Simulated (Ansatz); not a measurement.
# CH₅FGeS: a ladder of functionals and wavefunction methods

How much do the methods differ for CH₅FGeS? The plan is to run it at one geometry with functionals of several rungs and with coupled cluster. The yardstick is the atomisation energy at the CCSD(T) limit.

The runs use Ansatz 0.2.0, Gaussian basis; functionals in def2-TZVPP, the program's frozen cores in correlated methods.

Plan: LDA (SPW92), PBE-D4, revPBE-D4, BLYP-D4, r2SCAN-D4, B97M-V, PBE0-D4, B3LYP-D4, r2SCANh-D4, r2SCAN0-D4, HSE06-D4, BHLYP-D4, CAM-B3LYP-D4, LC-ωPBE, ωB97X-V, ωB97M-V, B2PLYP, PBE-QIDH; CCSD(T)/def2-SVP; CCSD(T)/def2-TZVPP; MP2/def2-QZVPP; extrapolation to the limit; RPA on PBE.

### Step 1. Structure used throughout

An earlier PBE0-D4 in a triple-zeta def2 set relaxation fixed the geometry.

SMILES `[CH3][GeH]([F])[SH]`, 9 atoms, charge 0, spin multiplicity 1.

Atoms are counted from 1 here; the program's logs count them from 0.

Bond lengths: C1–Ge2 1.934 Å, C1–H5 1.090 Å, C1–H6 1.090 Å, C1–H7 1.091 Å, Ge2–F3 1.746 Å, Ge2–S4 2.208 Å, Ge2–H8 1.534 Å, S4–H9 1.343 Å. Angles: Ge2–C1–H5 110.1°, Ge2–C1–H6 109.5°, Ge2–C1–H7 109.6°, H5–C1–H6 109.2°, H5–C1–H7 109.5°, H6–C1–H7 108.9°, C1–Ge2–F3 105.4°, C1–Ge2–S4 113.0°, C1–Ge2–H8 116.8°, F3–Ge2–S4 108.6°, F3–Ge2–H8 105.8°, S4–Ge2–H8 106.8°, Ge2–S4–H9 94.0°.

### Step 2. LDA

This LDA is Slater exchange with PW92 correlation.

The input, in.yaml:

```yaml
crystal:
  periodic: [false, false, false]
  atoms:
    - {symbol: C, position_ang: [-0.029813, 0.601590, -1.062288]}
    - {symbol: Ge, position_ang: [0.369877, -0.702901, 0.308676]}
    - {symbol: F, position_ang: [1.905716, -0.213607, 0.979862]}
    - {symbol: S, position_ang: [-1.128630, -0.735172, 1.929453]}
    - {symbol: H, position_ang: [-0.982013, 0.366089, -1.538266]}
    - {symbol: H, position_ang: [-0.088113, 1.594055, -0.614293]}
    - {symbol: H, position_ang: [0.762238, 0.598298, -1.812029]}
    - {symbol: H, position_ang: [0.558700, -2.154170, -0.151039]}
    - {symbol: H, position_ang: [-1.279362, 0.599619, 1.942824]}
basis:
  gaussian: {orbitals: def2-TZVPP}
hamiltonian: {xc: lda}
output: {orbitals: {seedname: orbitals}}
```

Command:

```bash
$ ansatz run in.yaml --threads 4 --pin off --events-out ev --progress --plain --max-ram 10444MiB
```

Further steps of the session: PBE-D4 (GGA); revPBE-D4 (GGA); BLYP-D4 (GGA); r2SCAN-D4 (meta-GGA); B97M-V (meta-GGA); B3LYP-D4 (hybrid); r2SCANh-D4 (hybrid); r2SCAN0-D4 (hybrid); HSE06-D4 (hybrid); BHLYP-D4 (hybrid); CAM-B3LYP-D4 (range-separated); LC-ωPBE (range-separated); ωB97X-V (range-separated); ωB97M-V (range-separated); B2PLYP (double hybrid); PBE-QIDH (double hybrid); CCSD(T) in def2-SVP; CCSD(T) in def2-TZVPP; MP2 in def2-QZVPP; RPA on PBE orbitals.

Before running them: what should the planned runs give, taken together? Wanted: atomisation energy, CCSD(T)/CBS; farthest beyond LDA; mean size of error, GGA; mean size of error, meta-GGA; mean size of error, hybrid; mean size of error, range-separated; mean size of error, double hybrid; gap, smallest and largest; T1 diagnostic.

**Answer**, as computed:

| quantity | value |
| --- | --- |
| atomisation energy, CCSD(T)/CBS | 3037.1 kJ/mol |
| functionals within 30.4 kJ/mol (1.0 %) | PBE-D4, r2SCAN-D4, B97M-V, PBE0-D4, r2SCANh-D4, HSE06-D4, CAM-B3LYP-D4, ωB97X-V, ωB97M-V |
| farthest beyond LDA | BHLYP-D4 (-105.2 kJ/mol) |
| mean size of error, GGA | 38.8 kJ/mol |
| mean size of error, meta-GGA | 8.1 kJ/mol |
| mean size of error, hybrid | 43.0 kJ/mol |
| mean size of error, range-separated | 17.8 kJ/mol |
| mean size of error, double hybrid | 42.4 kJ/mol |
| gap, smallest and largest | 5.61 eV (BLYP-D4), 13.06 eV (LC-ωPBE) |
| T1 diagnostic | 0.0112 |
| triples share of the correlation energy | 3.6 % |

What this shows: LDA overbinds by 409.3 kJ/mol (13 %). PBE-D4 is off by +17.1 kJ/mol. Double hybrids carry the basis error of their MP2 part in triple zeta, and no dispersion term here, so their miss is partly the set-up's. The rungs meta-GGA, range-separated miss on average by less than the doubt on the reference (30.4 kJ/mol), so they tie. The reference freezes the cores and leaves out relativity and excitations past (T), and its outer-core shells are covered unevenly, so misses under about 30.4 kJ/mol can't be ranked. Hartree-Fock recovers 73 % of the binding; the rest is correlation. CCSD(T) in def2-SVP is off by -201.7 kJ/mol, worse than the median functional, from the basis alone. The gap grows from 5.6 to 13.1 eV across the functionals, mostly with the share of exact exchange. Correlated methods include outer-core shells of Ge, which these sets cover unevenly.
